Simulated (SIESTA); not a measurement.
The system is NbTe.

```xyz
2
Lattice="3.7030 0.0000 0.0000 -1.8515 3.2069 0.0000 0.0000 0.0000 3.6942" Properties=species:S:1:pos:R:3 pbc="T T T"
Te    1.8515    1.0690    0.0000
Nb    0.0000    0.0000    1.8471
```

The cell comes from a database or a generator and needn't be the stable form of this composition.

Base run:

| Item | Value |
| --- | --- |
| Program | SIESTA 5.4.2 |
| Functional | BLYP |
| Potentials or basis | PseudoDojo 0.4 standard (PBE files) |
| Basis | DZP (energy shift 0.003 Ry; two zetas on semicore shells) |
| Grid cutoff | 800 Ry |
| Energy shift | 0.003 Ry |
| k mesh | 8 × 8 × 7 |
| Occupations | fermi-dirac, width 0.05 eV |
| Spin | no spin polarisation |

Its results: band gap on the k mesh none (metal or under the smearing width); pressure 9.0 GPa.

Question: After a change of settings the same cell gave: band gap on the k mesh none (metal or under the smearing width); pressure 3.6 GPa. Which change was it?
A. functional from BLYP to AM05; potentials or basis from PseudoDojo 0.4 standard (PBE files) to PseudoDojo 0.4 standard (PBEsol files)
B. functional from BLYP to revPBE
C. functional from BLYP to PBE
D. functional from BLYP to WC; potentials or basis from PseudoDojo 0.4 standard (PBE files) to PseudoDojo 0.4 standard (PBEsol files)

Answer: B.

Caveats: the potentials were made for another functional, which shifts forces and pressure; spin-orbit coupling is left out, which moves the levels of the heavy elements; the basis of atomic orbitals isn't converged, which shifts pressures, moduli and gaps.
